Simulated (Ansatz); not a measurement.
Ir4W:

```
Ir W
1.0
     1.37784    0.79550   11.31056
    -1.37784    0.79550   11.31056
     0.00000   -1.59099   11.31056
Ir W
4 1
Direct
  0.39967 0.39967 0.39967
  0.80081 0.80081 0.80081
  0.19919 0.19919 0.19919
  0.60033 0.60033 0.60033
  0.00000 0.00000 0.00000
```

The cell comes from a database or a generator and needn't be the stable form of this composition.

- Program: Ansatz 0.2.0
- Task: relaxation of cell and atoms
- Functional: LDA
- Potentials or basis: Ansatz PAW
- Cutoff: 420 eV (not typed: the program's choice for these potentials)
- k mesh: 11 × 11 × 11
- Occupations: fermi-dirac, width 0.05 eV
- Spin: no spin polarisation

At the start: volume 14.88 Å³/atom.

Question: Where does the relaxation end?

Answer: It ends after 5 steps and the volume is 14.13 Å³/atom (-5.0 %); space group R-3m (No. 166, to 0.05 Å).

The path:
| step | energy change (eV) | largest force (eV/Å) | volume (Å³) |
| --- | --- | --- | --- |
| 1 | 0.0000 | 0.0598 | 74.38 |
| 2 | -0.2076 | 0.0221 | 71.26 |
| 3 | -0.2137 | 0.0144 | 70.60 |
| 4 | -0.2137 | 0.0065 | 70.66 |
| 5 | -0.2126 | 0.0065 | 70.66 |

Final structure:
```
CELL_PARAMETERS angstrom
1.35549 0.78259 11.10243
-1.35549 0.78259 11.10243
0.00000 -1.56519 11.10243
ATOMIC_POSITIONS crystal
Ir 0.39982 0.39982 0.39982
Ir 0.80075 0.80075 0.80075
Ir 0.19925 0.19925 0.19925
Ir 0.60018 0.60018 0.60018
W 0.00000 0.00000 0.00000
```

Caveat: the plane-wave basis is chosen anew once the cell has moved, so the energies of steps on either side of that aren't comparable; the PAW data sets come from PBE, with cores solved anew for the run's functional, which leaves a small shift of forces and pressure.
